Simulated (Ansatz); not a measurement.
# C2H5Cl2In: one species, many methods

How much do the methods differ for C2H5Cl2In? The plan is to run it at one geometry with functionals of several rungs and with coupled cluster, and see how far each lands from CCSD(T) at the basis-set limit for the atomisation energy.

Computed with Ansatz 0.2.0, Gaussian basis. Level: functionals in def2-TZVPP, the program's frozen cores in correlated methods.

Plan: LDA (SPW92), PBE-D4, revPBE-D4, BLYP-D4, r2SCAN-D4, B97M-V, PBE0-D4, B3LYP-D4, r2SCANh-D4, r2SCAN0-D4, HSE06-D4, BHLYP-D4, CAM-B3LYP-D4, LC-ωPBE, ωB97X-V, ωB97M-V, B2PLYP, PBE-QIDH; CCSD(T)/def2-SVP; CCSD(T)/def2-TZVPP; MP2/def2-QZVPP; extrapolation to the limit; RPA on PBE.

### Step 1. Structure used throughout

All runs share one geometry, relaxed beforehand with PBE0-D4 in a triple-zeta def2 set. In takes the def2 core potential; no spin-orbit term is included.

SMILES `C[CH2][In]([Cl])[Cl]`, 10 atoms, charge 0, spin multiplicity 1.

Atoms are counted from 1 here; the program's logs count them from 0.

Bond lengths: C1–C2 1.519 Å, C1–H6 1.092 Å, C1–H7 1.094 Å, C1–H8 1.092 Å, C2–In3 2.145 Å, C2–H9 1.093 Å, C2–H10 1.092 Å, In3–Cl4 2.330 Å, In3–Cl5 2.325 Å. Angles: C2–C1–H6 112.1°, C2–C1–H7 110.4°, C2–C1–H8 112.1°, H6–C1–H7 107.4°, H6–C1–H8 107.2°, H7–C1–H8 107.5°, C1–C2–In3 113.6°, C1–C2–H9 112.2°, C1–C2–H10 112.3°, In3–C2–H9 105.7°, In3–C2–H10 105.8°, H9–C2–H10 106.8°, C2–In3–Cl4 122.1°, C2–In3–Cl5 126.3°, Cl4–In3–Cl5 111.6°.

### Step 2. LDA

This LDA is Slater exchange with PW92 correlation.

Input file in.yaml:

```yaml
crystal:
  periodic: [false, false, false]
  atoms:
    - {symbol: C, position_ang: [0.145103, -1.196812, 0.764803]}
    - {symbol: C, position_ang: [0.575405, 0.232882, 0.483290]}
    - {symbol: In, position_ang: [-0.508543, 1.155333, -1.120936]}
    - {symbol: Cl, position_ang: [-2.120543, 0.004114, -2.347605]}
    - {symbol: Cl, position_ang: [-0.267637, 3.344506, -1.865654]}
    - {symbol: H, position_ang: [-0.906437, -1.259813, 1.051260]}
    - {symbol: H, position_ang: [0.734018, -1.618372, 1.585229]}
    - {symbol: H, position_ang: [0.281757, -1.844801, -0.103025]}
    - {symbol: H, position_ang: [1.629524, 0.298449, 0.203487]}
    - {symbol: H, position_ang: [0.437366, 0.884504, 1.349150]}
basis:
  gaussian: {orbitals: def2-TZVPP}
hamiltonian: {xc: lda}
output: {orbitals: {seedname: orbitals}}
```

Launch:

```console
ansatz run in.yaml --threads 2 --pin off --events-out ev --progress --plain --max-ram 32768MiB --backend cpu
```

After this run come: PBE-D4 (GGA); revPBE-D4 (GGA); BLYP-D4 (GGA); r2SCAN-D4 (meta-GGA); B97M-V (meta-GGA); B3LYP-D4 (hybrid); r2SCANh-D4 (hybrid); r2SCAN0-D4 (hybrid); HSE06-D4 (hybrid); BHLYP-D4 (hybrid); CAM-B3LYP-D4 (range-separated); LC-ωPBE (range-separated); ωB97X-V (range-separated); ωB97M-V (range-separated); B2PLYP (double hybrid); PBE-QIDH (double hybrid); CCSD(T) in def2-SVP; CCSD(T) in def2-TZVPP; MP2 in def2-QZVPP; RPA on PBE orbitals.

**Question.** What will the summary of the whole plan be? Wanted: atomisation energy, CCSD(T)/CBS; farthest beyond LDA; mean size of error, GGA; mean size of error, meta-GGA; mean size of error, hybrid; mean size of error, range-separated; mean size of error, double hybrid; gap, smallest and largest; T1 diagnostic.

**Answer**, as computed:

```
                               quantity                                                                                                                    value
        atomisation energy, CCSD(T)/CBS                                                                                                            3425.7 kJ/mol
 functionals within 34.3 kJ/mol (1.0 %)  PBE-D4, r2SCAN-D4, B97M-V, PBE0-D4, r2SCANh-D4, r2SCAN0-D4, HSE06-D4, CAM-B3LYP-D4, LC-ωPBE, ωB97X-V, ωB97M-V, PBE-QIDH
                    farthest beyond LDA                                                                                                 BHLYP-D4 (-104.8 kJ/mol)
                mean size of error, GGA                                                                                                              52.2 kJ/mol
           mean size of error, meta-GGA                                                                                                               7.2 kJ/mol
             mean size of error, hybrid                                                                                                              32.8 kJ/mol
    mean size of error, range-separated                                                                                                              12.2 kJ/mol
      mean size of error, double hybrid                                                                                                              38.0 kJ/mol
              gap, smallest and largest                                                                                4.40 eV (LDA (SPW92)), 11.26 eV (LC-ωPBE)
                          T1 diagnostic                                                                                                                   0.0118
triples share of the correlation energy                                                                                                                    3.8 %
```

**Reading.** LDA overbinds by 441.5 kJ/mol (13 %). PBE-D4 is off by +33.9 kJ/mol. Double hybrids carry the basis error of their MP2 part in triple zeta, and no dispersion term here, so their miss is partly the set-up's. The rungs meta-GGA, range-separated, hybrid miss on average by less than the doubt on the reference (34.3 kJ/mol), so they tie. The reference freezes the cores and leaves out spin-orbit coupling and excitations past (T), and its outer-core shells are covered unevenly, so misses under about 34.3 kJ/mol can't be ranked. All levels share the lack of spin-orbit coupling, which lowers the free heavy atoms and so the true binding. Hartree-Fock recovers 75 % of the binding; the rest is correlation. CCSD(T) in def2-SVP is off by -185.8 kJ/mol, so the small basis spoils what the method gains. The gap grows from 4.4 to 11.3 eV across the functionals, mostly with the share of exact exchange. Correlated methods include outer-core shells of In, which these sets cover unevenly.
